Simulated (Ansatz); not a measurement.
# C2H3Sn with multiplicity 2: molecular dynamics

Aim: follow the molecule's vibrations and see whether its bonds hold. The start is relaxed first. Runs: 40 steps of 3 fs under a Nosé-Hoover thermostat at 300 K; 40 steps of 3 fs at constant energy, with velocities drawn for 300 K. SMILES of the start: C#[C][SnH2].

All numbers below are computed with Ansatz 0.2.0 (UKS BLYP-D4/def2-mTZVP).

## (1) Starting point

Bond lengths: C1–C2 1.226 Å, C2–Sn3 2.085 Å, C1–H4 1.000 Å, Sn3–H5 1.752 Å, Sn3–H6 1.746 Å. Angles: C1–C2–Sn3 177.8°, C2–C1–H4 176.5°, C2–Sn3–H5 109.9°, C2–Sn3–H6 110.8°, H5–Sn3–H6 110.6°.

Coordinates:

```xyz
6

C    -0.3864   -1.8817   -0.1645
C    -0.0125   -0.7264    0.0011
Sn    0.6980    1.2116    0.2976
H    -0.7349   -2.8036   -0.3365
H     0.8157    2.0457   -1.2384
H    -0.3379    2.0903    1.3946
```

## (2) Preparing the start

Input file input.yaml:

```yaml
crystal:
  periodic: [false, false, false]
  atoms:
    - { symbol: C, position_ang: [-0.3864, -1.8817, -0.1645] }
    - { symbol: C, position_ang: [-0.0125, -0.7264, 0.0011] }
    - { symbol: Sn, position_ang: [0.698, 1.2116, 0.2976] }
    - { symbol: H, position_ang: [-0.7349, -2.8036, -0.3365] }
    - { symbol: H, position_ang: [0.8157, 2.0457, -1.2384] }
    - { symbol: H, position_ang: [-0.3379, 2.0903, 1.3946] }
magnetization:
  spin_polarized: true
  initial_magnetization: 1
basis:
  gaussian: { orbitals: def2-mTZVP }
hamiltonian:
  xc: blyp
  dispersion: d4
relax:
  f_tol: 0.02
  max_steps: 40
```

Command:

```console
> ansatz run input.yaml --threads 2 --pin off --max-ram 3072MiB --backend cpu --events-out ev --progress --plain --runs-dir out
```

Output (excerpt; [...] marks lines left out):

```text
Warning: RAYON_NUM_THREADS=2 ignored (pool sized by the plan → 2); use --threads N
[...]
Functional definition: BLYP
[...]
877 factors; their error is unknown
[...]
mean field -7949.14306492 eV, -292.1256195131 hartree, gradient 6.9e-5 eV, S^2 0.751174; 0 other end points of the search recorded, 0 dependent functions left out
[...]
reference -7949.14341389 eV, -292.1256323374 hartree; 19, 18 occupied and 64, 65 virtual orbitals, 877 factors
relax step   1: F+E_penalty+E_count = -7949.37955614 eV  Δ(F+E_penalty+E_count) = +0.000e0 eV  max|allowed force component| = 3.464e0 eV/Å  Δτ_max = 0.0000 Å  (35 SCF iters, accepted)
[...]
relax step   5: F+E_penalty+E_count = -7949.52139054 eV  Δ(F+E_penalty+E_count) = -1.034e-3 eV  max|allowed force component| = 2.860e-2 eV/Å  Δτ_max = 0.0273 Å  (35 SCF iters, accepted)
[...]
relax step   6: F+E_penalty+E_count = -7949.52155652 eV  Δ(F+E_penalty+E_count) = -1.660e-4 eV  max|allowed force component| = 9.605e-3 eV/Å  Δτ_max = 0.0136 Å  (36 SCF iters, accepted)
877 factors; their error is unknown
[...]
mean field -7949.28569363 eV, -292.1308610217 hartree, gradient 2.2e-5 eV, S^2 0.751351; 1 other end points of the search recorded, 0 dependent functions left out
[...]
reference -7949.28604310 eV, -292.1308738643 hartree; 19, 18 occupied and 64, 65 virtual orbitals, 877 factors
Total energy: -7949.52190598 eV, -292.1395416654 hartree
Atom 0 at    -0.393052    -1.854689    -0.173987 Å, force    -0.002447    -0.005806     0.009605 eV/Å
Atom 1 at    -0.066727    -0.685714    -0.033229 Å, force    -0.000690    -0.000526    -0.006743 eV/Å
Atom 2 at     0.759421     1.239119     0.317313 Å, force    -0.001095     0.000454     0.000430 eV/Å
Atom 3 at    -0.721886    -2.864370    -0.310924 Å, force     0.002922     0.006380    -0.003759 eV/Å
Atom 4 at     0.813662     2.040271    -1.236115 Å, force     0.001171    -0.000232    -0.001387 eV/Å
Atom 5 at    -0.349418     2.061283     1.390842 Å, force     0.000139    -0.000270     0.001854 eV/Å
Dipole moment:     0.115212     0.001684     0.051065 e Å
```

Wall time 22 s (2 threads of Arm Neoverse N1, shared host); peak memory 0.17 GiB.

Step by step:

| step | energy from step 1 (eV) | largest force component (eV/Å) |
| --- | --- | --- |
| 1 | 0.0000 | 3.4637 |
| 2 | -0.1266 | 0.6237 |
| 3 | -0.1394 | 0.1031 |
| 4 | -0.1408 | 0.0377 |
| 5 | -0.1418 | 0.0286 |
| 6 | -0.1420 | 0.0096 |

Step 1 is the start.

After: Bond lengths: C1–C2 1.222 Å, C2–Sn3 2.124 Å, C1–H4 1.071 Å, Sn3–H5 1.749 Å, Sn3–H6 1.749 Å. Angles: C1–C2–Sn3 171.9°, C2–C1–H4 177.5°, C2–Sn3–H5 106.3°, C2–Sn3–H6 106.3°, H5–Sn3–H6 110.5°.

## (3) Run 1

40 steps of 3 fs under a Nosé-Hoover thermostat at 300 K, from the relaxed start.

Input file input.yaml:

```yaml
crystal:
  periodic: [false, false, false]
  atoms:
    - { symbol: C, position_ang: [-0.393052, -1.854689, -0.173987] }
    - { symbol: C, position_ang: [-0.066727, -0.685714, -0.033229] }
    - { symbol: Sn, position_ang: [0.759421, 1.239119, 0.317313] }
    - { symbol: H, position_ang: [-0.721886, -2.86437, -0.310924] }
    - { symbol: H, position_ang: [0.813662, 2.040271, -1.236115] }
    - { symbol: H, position_ang: [-0.349418, 2.061283, 1.390842] }
magnetization:
  spin_polarized: true
  initial_magnetization: 1
basis:
  gaussian: { orbitals: def2-mTZVP }
hamiltonian:
  xc: blyp
  dispersion: d4
md:
  timestep: 3.0
  n_steps: 40
  ensemble: nvt_nose_hoover
  temperature: 300.0
  initial_velocities: maxwell_boltzmann
  seed: 324821
```

Command:

```console
> ansatz run input.yaml --threads 2 --pin off --max-ram 3072MiB --backend cpu --events-out ev --progress --plain --runs-dir out
```

Output (excerpt; [...] marks lines left out):

```text
Warning: RAYON_NUM_THREADS=2 ignored (pool sized by the plan → 2); use --threads N
[...]
[... 1 set-up line as earlier in the session ...]
[...]
877 factors; their error is unknown
[...]
mean field -7949.28569383 eV, -292.1308610289 hartree, gradient 6.7e-5 eV, S^2 0.751351; 0 other end points of the search recorded, 0 dependent functions left out
[...]
reference -7949.28604333 eV, -292.1308738727 hartree; 19, 18 occupied and 64, 65 virtual orbitals, 877 factors
md step     0: t =     0.00 fs  T =   300.0 K  F+E_penalty+E_count = -7949.52155672 eV  E_kin = 0.155112 eV  conserved = -7949.36644473 eV  (34 SCF iters)
[...]
md step    10: t =    30.00 fs  T =   211.9 K  F+E_penalty+E_count = -7949.46967493 eV  E_kin = 0.109584 eV  conserved = -7949.36334083 eV  (36 SCF iters, 7 dispersion substeps)
[...]
md step    39: t =   117.00 fs  T =    80.8 K  F+E_penalty+E_count = -7949.32221804 eV  E_kin = 0.041772 eV  conserved = -7949.34982422 eV  (36 SCF iters, 7 dispersion substeps)
[...]
md step    40: t =   120.00 fs  T =   133.5 K  F+E_penalty+E_count = -7949.35071933 eV  E_kin = 0.069009 eV  conserved = -7949.35289299 eV  (35 SCF iters, 7 dispersion substeps)
Total energy: -7949.35106763 eV, -292.1332634718 hartree
Atom 0 at    -0.455600    -1.862544    -0.172767 Å, force     0.216947     1.259904     0.217240 eV/Å
Atom 1 at     0.081103    -0.759046    -0.080671 Å, force    -0.313326    -0.439954     0.270794 eV/Å
Atom 2 at     0.756729     1.246942     0.322305 Å, force    -0.324897     0.065711    -0.428475 eV/Å
Atom 3 at    -1.154726    -2.658314    -0.209362 Å, force    -0.014183    -0.590709    -0.145711 eV/Å
Atom 4 at     0.652021     1.844740    -1.361893 Å, force     0.107633     0.086972     0.418854 eV/Å
Atom 5 at    -0.454087     2.096804     1.377914 Å, force     0.327827    -0.381925    -0.332701 eV/Å
Dipole moment:     0.025261     0.083653     0.131095 e Å
```

Run time: 2.1 min. Hardware: 2 threads of Arm Neoverse N1, shared host; peak memory 0.17 GiB.

## (4) What the atoms did

One step in 2; energies are changes from step 0:

| time (fs) | T (K) | potential energy change (meV/atom) | conserved energy change (meV/atom) |
| --- | --- | --- | --- |
| 0.0 | 300 | 0.0 | 0.00 |
| 6.0 | 172 | 13.0 | 1.91 |
| 12.0 | 98 | 18.4 | 0.95 |
| 18.0 | 131 | 15.5 | 0.81 |
| 24.0 | 164 | 13.7 | 1.74 |
| 30.0 | 212 | 8.6 | 0.52 |
| 36.0 | 137 | 16.0 | 1.12 |
| 42.0 | 66 | 22.9 | 1.76 |
| 48.0 | 157 | 14.5 | 0.95 |
| 54.0 | 154 | 15.1 | 0.78 |
| 60.0 | 96 | 21.7 | 2.02 |
| 66.0 | 170 | 14.8 | 0.99 |
| 72.0 | 227 | 10.7 | 1.10 |
| 78.0 | 215 | 13.7 | 1.95 |
| 84.0 | 169 | 17.4 | 0.83 |
| 90.0 | 128 | 23.1 | 2.29 |
| 96.0 | 259 | 11.9 | 1.39 |
| 102.0 | 353 | 5.3 | 1.20 |
| 108.0 | 238 | 17.7 | 2.06 |
| 114.0 | 117 | 28.9 | 1.82 |
| 120.0 | 133 | 28.5 | 2.26 |

time (fs), T (K) and a bar:
```
      0.0        300 ##########################
      6.0        172 ############
      9.0        155 ##########
     15.0         60 
     21.0        161 ###########
     27.0        218 #################
     30.0        212 ################
     36.0        137 ########
     42.0         66 #
     48.0        157 ###########
     51.0        131 ########
     57.0        150 ##########
     63.0        110 #####
     69.0        182 #############
     72.0        227 ##################
     78.0        215 #################
     84.0        169 ############
     90.0        128 #######
     93.0        211 ################
     99.0        299 ##########################
    105.0        337 ##############################
    111.0        180 #############
    114.0        117 ######
    120.0        133 ########
```

## (5) Snapshots as a file

Extended XYZ, with forces in eV/Å:

```xyz
6
time_fs=15.0 T=60 dE=0.1371
C    -0.317   -1.848   -0.190   -0.597    0.266    0.246
C    -0.147   -0.650    0.011    0.394   -0.091   -0.376
Sn    0.759    1.234    0.312   -0.026   -0.450    1.168
H    -0.808   -2.794   -0.264    0.228   -0.289   -0.124
H     0.967    2.131   -1.081   -0.004    0.424   -0.929
H    -0.338    2.001    1.422    0.006    0.141    0.014
6
time_fs=30.0 T=212 dE=0.0519
C    -0.335   -1.833   -0.176    0.253    0.259   -0.034
C    -0.177   -0.632   -0.003    0.003   -0.247   -0.133
Sn    0.761    1.230    0.314   -0.121    0.139    0.563
H    -0.385   -2.878   -0.380   -0.228   -0.188    0.030
H     0.889    2.085   -1.170    0.007    0.100   -0.388
H    -0.277    2.149    1.396    0.086   -0.064   -0.038
6
time_fs=45.0 T=117 dE=0.1092
C    -0.330   -1.841   -0.174    0.362    0.481   -0.050
C    -0.197   -0.629   -0.034   -0.062   -0.310    0.252
Sn    0.762    1.232    0.319   -0.159    0.374   -0.666
H    -0.302   -2.885   -0.379   -0.281   -0.279    0.001
H     0.743    1.888   -1.367    0.104   -0.059    0.571
H    -0.172    2.290    1.392    0.035   -0.207   -0.107
6
time_fs=60.0 T=96 dE=0.1304
C    -0.284   -1.857   -0.193   -0.518    0.873    0.244
C    -0.212   -0.639   -0.022    0.411   -0.357    0.083
Sn    0.761    1.234    0.319    0.042    0.145   -0.928
H    -0.689   -2.836   -0.278    0.150   -0.453   -0.140
H     0.803    1.921   -1.382    0.003   -0.156    0.778
H    -0.172    2.237    1.411   -0.088   -0.051   -0.038
6
time_fs=75.0 T=265 dE=0.0475
C    -0.338   -1.852   -0.190    0.015    0.923    0.215
C    -0.155   -0.653    0.014    0.100   -0.599   -0.369
Sn    0.760    1.234    0.314    0.244    0.060   -0.131
H    -0.612   -2.866   -0.344   -0.056   -0.349   -0.056
H     0.939    2.173   -1.176   -0.103   -0.255    0.100
H    -0.304    2.066    1.375   -0.200    0.220    0.241
6
time_fs=90.0 T=128 dE=0.1383
C    -0.424   -1.839   -0.174    0.799    0.857    0.046
C    -0.059   -0.681    0.007   -0.336   -0.538   -0.341
Sn    0.759    1.237    0.313    0.057   -0.355    0.860
H    -0.455   -2.870   -0.414   -0.408   -0.487    0.003
H     0.910    2.151   -1.091    0.031    0.288   -0.808
H    -0.400    1.968    1.350   -0.142    0.235    0.241
6
time_fs=105.0 T=337 dE=0.0459
C    -0.430   -1.852   -0.178    0.236    0.907    0.176
C     0.017   -0.715   -0.044   -0.323   -0.635    0.036
Sn    0.757    1.242    0.319   -0.095   -0.158    0.523
H    -0.927   -2.786   -0.279   -0.011   -0.318   -0.086
H     0.762    1.903   -1.251    0.039    0.346   -0.477
H    -0.411    2.053    1.379    0.154   -0.143   -0.173
6
time_fs=120.0 T=133 dE=0.1708
C    -0.456   -1.863   -0.173    0.217    1.260    0.217
C     0.081   -0.759   -0.081   -0.313   -0.440    0.271
Sn    0.757    1.247    0.322   -0.325    0.066   -0.428
H    -1.155   -2.658   -0.209   -0.014   -0.591   -0.146
H     0.652    1.845   -1.362    0.108    0.087    0.419
H    -0.454    2.097    1.378    0.328   -0.382   -0.333
```

Reading of run 1. Against a set 300 K the second half averages 194 K with a spread of 76 K; 17 meV/atom has gone into potential energy, and a thermostat that acts over some 100 fs has not made it up in 120 fs. The conserved energy strays from its start by at most 2.77 meV/atom, 18 % of the mean kinetic energy, which is poor: the step of 3 fs is too long for the fastest motion. The bonds all hold.

## (6) Run 2

40 steps of 3 fs at constant energy, with velocities drawn for 300 K, starting from the last frame of an earlier run, with new velocities.

Input file input.yaml:

```yaml
crystal:
  periodic: [false, false, false]
  atoms:
    - { symbol: C, position_ang: [-0.4556, -1.862544, -0.172767] }
    - { symbol: C, position_ang: [0.081103, -0.759046, -0.080671] }
    - { symbol: Sn, position_ang: [0.756729, 1.246942, 0.322305] }
    - { symbol: H, position_ang: [-1.154726, -2.658314, -0.209362] }
    - { symbol: H, position_ang: [0.652021, 1.84474, -1.361893] }
    - { symbol: H, position_ang: [-0.454087, 2.096804, 1.377914] }
magnetization:
  spin_polarized: true
  initial_magnetization: 1
basis:
  gaussian: { orbitals: def2-mTZVP }
hamiltonian:
  xc: blyp
  dispersion: d4
md:
  timestep: 3.0
  n_steps: 40
  ensemble: nve
  temperature: 300.0
  initial_velocities: maxwell_boltzmann
  seed: 884577
```

Command:

```console
> ansatz run input.yaml --threads 2 --pin off --max-ram 3072MiB --backend cpu --events-out ev --progress --plain --runs-dir out
```

Output (excerpt; [...] marks lines left out):

```text
Warning: RAYON_NUM_THREADS=2 ignored (pool sized by the plan → 2); use --threads N
[...]
[... 1 set-up line as earlier in the session ...]
[...]
877 factors; their error is unknown
[...]
mean field -7949.11541105 eV, -292.1246032522 hartree, gradient 8.0e-5 eV, S^2 0.751497; 0 other end points of the search recorded, 0 dependent functions left out
[...]
reference -7949.11575930 eV, -292.1246160500 hartree; 19, 18 occupied and 64, 65 virtual orbitals, 877 factors
md step     0: t =     0.00 fs  T =   300.0 K  F+E_penalty+E_count = -7949.35071918 eV  E_kin = 0.155112 eV  conserved = -7949.19560718 eV  (34 SCF iters)
[...]
md step    10: t =    30.00 fs  T = 55720.2 K  F+E_penalty+E_count = -7944.06320260 eV  E_kin = 28.809568 eV  conserved = -7915.25363482 eV  (51 SCF iters, 37 dispersion substeps)
[...]
md step    39: t =   117.00 fs  T = 54052.3 K  F+E_penalty+E_count = -7943.05308508 eV  E_kin = 27.947183 eV  conserved = -7915.10590166 eV  (44 SCF iters, 39 dispersion substeps)
[...]
md step    40: t =   120.00 fs  T = 53924.6 K  F+E_penalty+E_count = -7943.00255801 eV  E_kin = 27.881167 eV  conserved = -7915.12139107 eV  (121 SCF iters, 39 dispersion substeps)
Total energy: -7943.00304167 eV, -291.8999778204 hartree
Atom 0 at    -0.894421    -0.124885     0.652151 Å, force     6.713708    -1.938070    -1.991336 eV/Å
Atom 1 at     0.491760    -0.655870     0.168882 Å, force    -6.030976     3.591816     2.094333 eV/Å
Atom 2 at     0.878904     1.602851     0.346334 Å, force    -0.664081    -2.548676    -0.810908 eV/Å
Atom 3 at   -17.249486   -67.170858   -16.234775 Å, force     0.000001    -0.000000    -0.000001 eV/Å
Atom 4 at     1.880973     1.868830    -1.087913 Å, force    -0.083765     0.324023     0.634660 eV/Å
Atom 5 at     0.359086     2.735793     1.496471 Å, force     0.065114     0.570907     0.073251 eV/Å
Dipole moment:     0.526825     0.950946     0.018531 e Å
```

It took 2.7 min on 2 threads of Arm Neoverse N1, shared host; peak memory 0.18 GiB.

## (7) The trajectory

One step in 2; energies are changes from step 0:

| time (fs) | T (K) | potential energy change (meV/atom) | total energy change (meV/atom) |
| --- | --- | --- | --- |
| 0.0 | 300 | 0.0 | 0.00 |
| 6.0 | 237 | 19.9 | 14.51 |
| 12.0 | 376 | 5.2 | 11.72 |
| 18.0 | 311 | 134.2 | 135.21 |
| 24.0 | 10419 | 564.8 | 1436.87 |
| 30.0 | 55720 | 881.3 | 5657.00 |
| 36.0 | 53397 | 1145.5 | 5721.11 |
| 42.0 | 56134 | 848.6 | 5660.01 |
| 48.0 | 57038 | 810.2 | 5699.43 |
| 54.0 | 53319 | 1160.4 | 5729.24 |
| 60.0 | 54479 | 1055.0 | 5723.76 |
| 66.0 | 53227 | 1187.7 | 5748.56 |
| 72.0 | 54648 | 990.9 | 5674.24 |
| 78.0 | 53097 | 1137.3 | 5687.02 |
| 84.0 | 55908 | 852.8 | 5644.64 |
| 90.0 | 55822 | 839.5 | 5623.95 |
| 96.0 | 53235 | 1111.2 | 5672.75 |
| 102.0 | 54230 | 1018.0 | 5665.38 |
| 108.0 | 53709 | 1130.0 | 5732.37 |
| 114.0 | 55434 | 922.2 | 5673.24 |
| 120.0 | 53925 | 1058.0 | 5679.04 |

time (fs), T (K) and a bar:
```
      0.0        300 
      6.0        237 
      9.0        371 
     15.0        520 
     21.0       1070 
     27.0      54857 #############################
     30.0      55720 #############################
     36.0      53397 ############################
     42.0      56134 ##############################
     48.0      57038 ##############################
     51.0      54913 #############################
     57.0      53232 ############################
     63.0      55589 #############################
     69.0      54546 #############################
     72.0      54648 #############################
     78.0      53097 ############################
     84.0      55908 #############################
     90.0      55822 #############################
     93.0      54920 #############################
     99.0      53005 ############################
    105.0      54955 #############################
    111.0      56105 ##############################
    114.0      55434 #############################
    120.0      53925 ############################
```

Bonds that form or break, judged by distance (formed within 1.15 times the sum of covalent radii and held on average over 12 fs, broken when stretched by half; pairs already stretched at the start don't count as bonds):

| time (fs) | bond | event |
| --- | --- | --- |
| 27.0 | C1–H4 | breaks |
| 78.0 | C1–Sn3 | forms |

On run 2: The temperature runs away to 57038 K: the integration has become unstable, and nothing after that is physical.

## (8) What came out

```
                                     quantity                                      value
                      relaxation of the start                    5 moves, 0.142 eV lower
                                run 1: length                           40 steps of 3 fs
      run 1: temperature, first and last step                              300 and 133 K
              run 1: temperature, second half               mean 194 K, from 81 to 353 K
         run 1: potential energy, second half    +17 meV/atom from this run's first step
run 1: largest change of the conserved energy                              2.77 meV/atom
                run 1: bonds formed or broken                                          0
                                run 2: length                           40 steps of 3 fs
      run 2: temperature, first and last step                            300 and 53925 K
              run 2: temperature, second half        mean 54419 K, from 53005 to 56105 K
         run 2: potential energy, second half  +1015 meV/atom from this run's first step
    run 2: largest change of the total energy                           5792.87 meV/atom
                run 2: bonds formed or broken                                          2
```

What this shows: Mean temperatures of the second halves: 194 K, none that means anything (unstable run). Bonds changed in run 2 (an artefact of the unstable or too long step). 120 fs on 6 atoms is far too short and small for converged averages. The nuclei move classically, without zero-point motion, which matters most for hydrogen.
